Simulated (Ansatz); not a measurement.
# ZrB2: the cost of one run

Computed with Ansatz 0.2.0 (DFT PBEsol, frozen-core PAW, scalar-relativistic unless said, unless a step's input says otherwise).

### Step 1. The structure to begin with

It takes space group P6/mmm (No. 191, hexagonal). Conventional cell: a = 3.170 Å, b = 3.170 Å, c = 3.533 Å, α = 90.00°, β = 90.00°, γ = 120.00°. Around Zr (site symmetry 6/mmm) lie 12 B at 2.54 Å. B (site symmetry -6m2) has 3 B at 1.83 Å and 6 Zr at 2.54 Å as nearest neighbours.

Coordinates:

```
CELL_PARAMETERS angstrom
3.17000 0.00000 0.00000
-1.58500 2.74530 0.00000
0.00000 0.00000 3.53300
ATOMIC_POSITIONS crystal
Zr 0.00000 0.00000 0.00000
B 0.33333 0.66667 0.50000
B 0.66667 0.33333 0.50000
```

Cartesian axes are those of the input's lattice vectors. The structure goes back to a database entry.

### Step 2. Cell and atoms relaxed, PAW

File input.yaml:

```yaml
crystal:
  lattice:
    - [3.17, 0.0, 0.0]
    - [-1.585, 2.74530053, 0.0]
    - [0.0, 0.0, 3.533]
  atoms:
    - { symbol: Zr, position: [0.0, 0.0, 0.0] }
    - { symbol: B, position: [0.333333333333, 0.666666666667, 0.5] }
    - { symbol: B, position: [0.666666666667, 0.333333333333, 0.5] }
kpoints:
  mp_grid: { grid: [16, 16, 12] }
scf:
  occupations: { method: fermi_dirac, width: 0.1 }
hamiltonian:
  xc: pbesol
  pseudopotentials: { kind: paw }
relax:
  f_tol: 0.002
  max_steps: 80
  cell: {}
output:
  forces: true
  stress: true
```

Run with:

```bash
$ ansatz run input.yaml --threads 1 --pin off --max-ram 3072MiB --backend cpu --events-out ev --progress --plain --runs-dir out
```

What time and memory should one allow on 1 thread of Intel Xeon Platinum 8488C (Sapphire Rapids), shared host?

About 22 s, with a peak of 0.45 GiB.
